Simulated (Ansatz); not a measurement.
Write a Python script for Ansatz's Python interface that makes a small convex hull of the Sn-F system. Level of theory (first run): PBEsol, PAW, cutoff 517 eV, 7×7×7 k-points, Fermi-Dirac smearing of 0.05 eV.

`snf4_snf4_i4_mmm.cif`
```cif
data_SnF4
_cell_length_a 4.891061
_cell_length_b 4.891061
_cell_length_c 4.891061
_cell_angle_alpha 131.08469
_cell_angle_beta 131.08469
_cell_angle_gamma 71.67856
_symmetry_space_group_name_H-M 'P 1'
_symmetry_Int_Tables_number 1
loop_
_symmetry_equiv_pos_as_xyz
'x, y, z'
loop_
_atom_site_label
_atom_site_type_symbol
_atom_site_fract_x
_atom_site_fract_y
_atom_site_fract_z
Sn1 Sn    0.000000    0.000000    0.000000
F2 F    0.237000    0.237000    0.000000
F3 F    0.763000    0.763000    0.000000
F4 F    0.500000    0.000000    0.500000
F5 F    0.000000    0.500000    0.500000
```

Contents of `snf4_snf3_fm_3m.xyz`:
```text
8
Lattice="0.0 4.1605 4.1605 4.1605 0.0 4.1605 4.1605 4.1605 0.0" Properties=species:S:1:pos:R:3 pbc="T T T"
Sn    0.00000000    0.00000000    0.00000000
Sn    4.16050000    4.16050000    4.16050000
F     2.29659600    4.16050000    4.16050000
F     4.16050000    2.29659600    4.16050000
F     6.02440400    4.16050000    4.16050000
F     4.16050000    6.02440400    4.16050000
F     4.16050000    4.16050000    2.29659600
F     4.16050000    4.16050000    6.02440400
```

Contents of `snf4_sn.vasp`:
```text
Sn
1.0
   0.00000000    3.23334280    3.23334280
   3.23334280    0.00000000    3.23334280
   3.23334280    3.23334280    0.00000000
Sn
2
Direct
   0.00000000    0.00000000    0.00000000
   0.25000000    0.25000000    0.25000000
```

Input file `snf4_f2.cif`:
```cif
data_F
_cell_length_a 9.000000
_cell_length_b 9.500000
_cell_length_c 10.000000
_cell_angle_alpha 90.00000
_cell_angle_beta 90.00000
_cell_angle_gamma 90.00000
_symmetry_space_group_name_H-M 'P 1'
_symmetry_Int_Tables_number 1
loop_
_symmetry_equiv_pos_as_xyz
'x, y, z'
loop_
_atom_site_label
_atom_site_type_symbol
_atom_site_fract_x
_atom_site_fract_y
_atom_site_fract_z
F1 F    0.500000    0.500000    0.429000
F2 F    0.500000    0.500000    0.571000
```

Script `snf4.py`:
```python
"""Convex hull of a few Sn-F phases, after relaxing atoms and volume at fixed cell shape."""

from collections import Counter
import logging
import sys
import warnings

import ansatz as az
from ase.io import read
import numpy as np

logging.basicConfig(stream=sys.stdout, format="%(levelname)s %(message)s")
log = logging.getLogger("run")
log.setLevel(logging.INFO)

GASES = {"F2"}


def compute(name, crystal):
    calc = crystal.calculation()
    calc = calc.functional(az.Functional.PBESOL)
    calc = calc.basis(38 * az.Ry)
    calc = calc.kpoints(spacing=0.33)
    calc = calc.occupations("fermi_dirac", width=0.05)
    if name in GASES:
        return calc.kpoints(1, 1, 1).relax(force_tolerance=0.02, max_steps=30).run(threads=1, backend="cpu")
    calc = calc.relax(force_tolerance=0.02, max_steps=30, fix_cell=["shape"])
    return calc.run(threads=1, backend="cpu")


def counts(outcome):
    return Counter(site.symbol for site in outcome.lattice.sites)

def formation_energy(outcome, mu):
    n = counts(outcome)
    return (outcome.report["energy_sigma0_ev"] - sum(k * mu[element] for element, k in n.items())) / sum(n.values())

warnings.simplefilter("ignore", az.DeckWarning)

phases = {}
atoms = read("snf4_snf4_i4_mmm.cif")
snf4_i4_mmm = az.Crystal.from_ase(atoms)
phases["SnF4 I4/mmm"] = snf4_i4_mmm
snf3_fm_3m = az.Crystal.from_extxyz("snf4_snf3_fm_3m.xyz")
phases["SnF3 Fm-3m"] = snf3_fm_3m
atoms = read("snf4_sn.vasp", format="vasp")
sn = az.Crystal.from_ase(atoms)
phases["Sn"] = sn
atoms = read("snf4_f2.cif")
f2 = az.Crystal.from_ase(atoms)
phases["F2"] = f2

done = {}
for name, crystal in phases.items():
    done[name] = compute(name, crystal)
    log.info(f"{name}: {done[name].report['energy_sigma0_ev']:.4f} eV, {len(done[name].lattice.sites)} atoms")

# chemical potentials of the elements at zero temperature
references = {"Sn": "Sn", "F": "F2"}
mu = {element: done[name].report["energy_sigma0_ev"] / len(done[name].lattice.sites) for element, name in references.items()}
points = sorted((counts(o)["F"] / len(o.lattice.sites), formation_energy(o, mu), name) for name, o in done.items())

# walk in x and drop points that lie above the chord
hull = []
for x, e, _ in points:
    while len(hull) > 1 and (hull[-1][0] - hull[-2][0]) * (e - hull[-2][1]) - (hull[-1][1] - hull[-2][1]) * (x - hull[-2][0]) <= 0:
        hull.pop()
    hull.append((x, e))
rows = [(name, x, e, e - np.interp(x, *zip(*hull))) for x, e, name in points]
log.info("| phase | x(F) | E_form (eV/atom) | above hull (eV/atom) |")
log.info("| --- | --- | --- | --- |")
for row in rows:
    log.info(f"| {row[0]} | {row[1]:.3f} | {row[2]:.4f} | {row[3]:.4f} |")
print("on the hull of these phases:", ", ".join(row[0] for row in rows if row[3] < 1e-6))
```

```console
$ python snf4.py
INFO SnF4 I4/mmm: -9152.2537 eV, 5 atoms
INFO SnF3 Fm-3m: -16704.6732 eV, 8 atoms
INFO Sn: -11899.4738 eV, 2 atoms
INFO F2: -1595.3033 eV, 2 atoms
INFO | phase | x(F) | E_form (eV/atom) | above hull (eV/atom) |
INFO | --- | --- | --- | --- |
INFO | Sn | 0.000 | 0.0000 | 0.0000 |
INFO | SnF3 Fm-3m | 0.750 | -2.4112 | 0.0000 |
INFO | SnF4 I4/mmm | 0.800 | -2.3821 | 0.0000 |
INFO | F2 | 1.000 | 0.0000 | 0.0000 |
on the hull of these phases: Sn, SnF3 Fm-3m, SnF4 I4/mmm, F2
```

Absolute energies stand on the zero of these potentials, so only differences at equal settings mean something. For the metals among these phases the mesh is modest: differences between phases can be off by up to 40 meV an atom. Atoms and volume are relaxed with the cell's shape held, which in cells of lower than cubic symmetry can hide stresses and shift volumes. The cells come from databases of deposited and of computed structures, and not all need be stable phases. Differences under about 40 meV an atom lie within the error of mesh and functional, so such verdicts may flip; only the cells listed enter the hull. Run time: 62 s on 1 thread of Arm Neoverse V1, on a shared host, peak memory 0.8 GiB.

(Lines on the test bed's own set-up are left out of the output.)
